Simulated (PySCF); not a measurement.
# ZrEt2Cl2: geometry, NMR shifts and electronic excitations

Wanted: the NMR shifts and electronic excitations of ZrEt2Cl2 (`C[CH2][Zr]([Cl])([Cl])[CH2]C`), by calculation.

Computed with PySCF 2.14.0, with density-fitted response routines of our own, on a single molecule in the gas phase. Atoms are numbered from 0 throughout.

### Step 1. The starting structure

17 atoms, charge 0, multiplicity 1; geometry from: GFN2-xTB. The atoms were then displaced at random by about 0.03 Å, so the start is not that level's minimum.

Bonds of the start (Å): Zr0–C1 2.17, Zr0–C8 2.11, Zr0–Cl15 2.43, Zr0–Cl16 2.26, C1–C2 1.58, C1–H3 1.18, C1–H4 1.10, C2–H5 1.11, C2–H6 1.06, C2–H7 1.03, C8–C9 1.57, C8–H10 1.11, C8–H11 1.10, C9–H12 1.06, C9–H13 1.11, C9–H14 1.09.

### Step 2. Geometry optimisation at PBE0-D3(BJ)/def2-SVP

Job settings and geometry (Å):

```
{"job": {"xc": "PBE0", "basis": "def2-SVP", "d3": "d3bj", "grid": 1, "maxiter": 40, "shake": 0.03, "kind": "geom"}, "charge": 0, "multiplicity": 1}
Zr    -0.330920    -0.088820    -0.263840
C     -0.355130    -0.055350     1.903270
C     -1.906170     0.091490     2.193710
H      0.304800     0.801590     2.377800
H      0.022700    -1.005540     2.321870
H     -2.049770     0.096000     3.292260
H     -2.203500     1.048300     1.833780
H     -2.366390    -0.717570     1.756570
C      1.683940    -0.027830    -0.890340
C      1.473790    -0.044640    -2.449690
H      2.239630    -0.954650    -0.643980
H      2.305000     0.845690    -0.645310
H      2.353960    -0.009660    -3.044960
H      0.874190    -0.924210    -2.777330
H      0.920310     0.833530    -2.791200
Cl    -1.458210     1.926640    -1.032640
Cl    -1.536790    -1.815560    -1.079690
```

Command:

```bash
$ OMP_NUM_THREADS=1 python probes_run.py task.json out
```

This one command runs all jobs of the session in turn.

**Question.** This job is followed by: GIAO PBE0/pcSseg-1 Zr:def2-TZVP NMR shielding, non-relativistic, gas phase; TDDFT wB97X-D/def2-SVPD, vertical, gas phase, core orbitals frozen in the response; GIAO KT2/pcSseg-1 Zr:def2-TZVP NMR shielding, non-relativistic, gas phase. What will the session give for the following? rotational constants (main isotopes); ¹³C shifts against TMS (PBE0/def2-TZVP+pcSseg-1, means over atoms taken as alike); ¹H shifts against TMS (PBE0/def2-TZVP+pcSseg-1, means over atoms taken as alike); ³⁵Cl shifts against HCl (PBE0/def2-TZVP+pcSseg-1, means over atoms taken as alike); surface potential, 1st and 99th percentile; lowest singlet (wB97X-D/def2-SVPD); brightest single state of those computed; lowest triplet; range of the shift of Cl15.

The runs gave:

```
                                                                          quantity                         value
                                              rotational constants (main isotopes)          1.11, 0.91, 0.74 GHz
 ¹³C shifts against TMS (PBE0/def2-TZVP+pcSseg-1, means over atoms taken as alike)                70.3, 12.7 ppm
  ¹H shifts against TMS (PBE0/def2-TZVP+pcSseg-1, means over atoms taken as alike)                1.66, 1.30 ppm
³⁵Cl shifts against HCl (PBE0/def2-TZVP+pcSseg-1, means over atoms taken as alike)                       511 ppm
                                             surface potential, 1st and 99th percentile            -0.52 V and 1.87 V
                                                lowest singlet (wB97X-D/def2-SVPD)   4.06 eV (306 nm), f = 0.000
                                          brightest single state of those computed  state 10, 6.42 eV, f = 0.013
                                                                    lowest triplet                       3.79 eV
                                                        range of the shift of Cl15                511 to 565 ppm
```

The start was shaken at random, so part of the energy gained undoes that. Over 21 steps the energy fell by 0.781 eV; of the close pairs, Zr0–Cl16 changed most, 2.259 to 2.350 Å. At PBE0/def2-TZVP+pcSseg-1: The widest tensor belongs to Cl15, Cl16: span 860 ppm, with a paramagnetic part of -720 ppm. By nearest atom (PBE0/def2-TZVP+pcSseg-1), the HOMO sits on C1, C8 about 22 % each; Zr0 18 % and the LUMO on Zr0 69 %. The first singlet state (HOMO−1→LUMO 0.96) lies at 4.06 eV and is dark; of the 10 states computed, the strongest absorption comes from state 10 at 6.42 eV (the last computed, so partners may be missing). The lowest triplet lies 0.26 eV below the lowest singlet (triplets in Tamm-Dancoff, singlets in full TDDFT). In ppm, Cl15 (with its like atoms) moves most: its shift spreads over 54 ppm, from 511 (PBE0/def2-TZVP+pcSseg-1) to 565 (KT2/def2-TZVP+pcSseg-1). Spin-orbit coupling is left out, which matters for shieldings and couplings at and beside the heavy atoms.
